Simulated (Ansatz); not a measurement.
BH₆NSi₂, SMILES B1N[SiH2][SiH2]1, harmonic frequencies at the relaxed geometry

Program: the Ansatz DFT code, driven from Python.

`bh6nsi2.xyz`
```text
10

B    -1.06660    0.76100   -0.47550
N     0.38730    0.98240   -0.86270
Si    1.18610   -0.36800   -0.07190
Si   -0.67410   -0.83160    0.55850
H    -2.09570    1.41140   -0.73600
H     0.71590    1.88190   -0.40460
H     2.10990    0.09780    1.04100
H     1.80570   -1.30390   -1.04220
H    -1.30400   -2.02860   -0.02840
H    -0.98140   -0.65350    2.02470
```

Typed at the interpreter:
```pycon
>>> import itertools
>>> import ansatz as az
>>> from ase import Atoms
>>> from ase.data import atomic_numbers, covalent_radii
>>> from ase.thermochemistry import IdealGasThermo
>>> import numpy as np
>>> BASIS = "cc-pVDZ"
>>> XC = "PBE0"
>>> VDW = "d4"
>>> mol = az.Crystal.molecule_from_extxyz("bh6nsi2.xyz")
>>> model = mol.calculation()
>>> model = model.basis(gaussian=BASIS)
>>> model = model.functional(XC, dispersion=VDW)
>>> symbols = [site.symbol for site in mol.cartesian_sites]
>>> start = np.array([site.position_ang for site in mol.cartesian_sites], dtype=float)
>>> rep = model.relax(force_tolerance=0.003, max_steps=100).run(threads=1, backend="cpu").report
>>> end = np.array(rep["positions_ang"])
>>> # pairs closer than 1.2 times the sum of covalent radii, before or after
>>> radius = [covalent_radii[atomic_numbers[s]] for s in symbols]
>>> span = lambda where, i, j: np.linalg.norm(where[i] - where[j])
>>> bonded = [(i, j) for i, j in itertools.combinations(range(len(symbols)), 2) if min(span(start, i, j), span(end, i, j)) < 1.2 * (radius[i] + radius[j])]
>>> print("pair        before    after (A)")
pair        before    after (A)
>>> for i, j in bonded:
...     print(f"{symbols[i]}{i}-{symbols[j]}{j}".ljust(10), f"{span(start, i, j):8.4f} {span(end, i, j):8.4f}")
...
B0-N1        1.5208   1.4069
B0-Si3       1.9390   2.0499
B0-H4        1.2450   1.2074
N1-Si2       1.7570   1.8059
N1-H5        1.0616   1.0178
Si2-Si3      2.0181   2.3468
Si2-H6       1.5195   1.5030
Si2-H7       1.4837   1.5030
Si3-H8       1.4745   1.5001
Si3-H9       1.5086   1.5001
>>> # frequencies need a stationary point, so they are taken at the relaxed geometry
>>> minimum = az.Crystal.molecule()
>>> for symbol, place in zip(symbols, end):
...     minimum = minimum.atom(symbol, place.tolist())
...
>>> vibrating = (
...     minimum.calculation()
...     .basis(gaussian=BASIS)
...     .functional(XC, dispersion=VDW)
...     .phonons(temperatures=(200, 600, 100))
... )
>>> vib = vibrating.run(threads=1, backend="cpu").report["vibrations"]
>>> sums = vib["harmonic_sums"]
>>> modes = [m["omega_inv_cm"] for m in sums["modes_at_gamma"] if m["rigid_motion"] == "no"]
>>> print("frequencies (1/cm):", " ".join(f"{w:.0f}" for w in modes))
frequencies (1/cm): 154 349 408 442 467 594 596 662 676 715 721 775 878 917 953 964 1203 1339 2183 2191 2199 2210 2628 3579
>>> print("imaginary modes:", sum(w < 0 for w in modes), " zero-point energy:", round(sums["zero_point_energy_ev"], 4), "eV")
imaginary modes: 0  zero-point energy: 1.7235 eV
>>> # rigid rotor and ideal gas, symmetry number taken as one
>>> gas = IdealGasThermo(vib_energies=[w / 8065.544 for w in modes if w > 0], geometry="linear" if len(modes) == 3 * len(symbols) - 5 else "nonlinear",
...                      atoms=Atoms(symbols, positions=end), symmetrynumber=1, spin=0.0)
>>> print(f"H(298 K) - E = {gas.get_enthalpy(298.15, verbose=False):.4f} eV")
H(298 K) - E = 1.9057 eV
>>> print(f"S(298 K, 1 bar) = {96485.33 * gas.get_entropy(298.15, 1e5, verbose=False):.1f} J/(mol K) with symmetry number 1")
S(298 K, 1 bar) = 311.4 J/(mol K) with symmetry number 1
```

Reading the output:
- The frequencies are harmonic and unscaled, in a modest basis.
- The entropy takes a symmetry number of 1; a symmetric molecule's is lower by R ln(sigma).
- Wall time of the script: 4.1 min on 1 thread of Arm Neoverse V1, with other jobs on the host, peak memory 0.32 GiB.
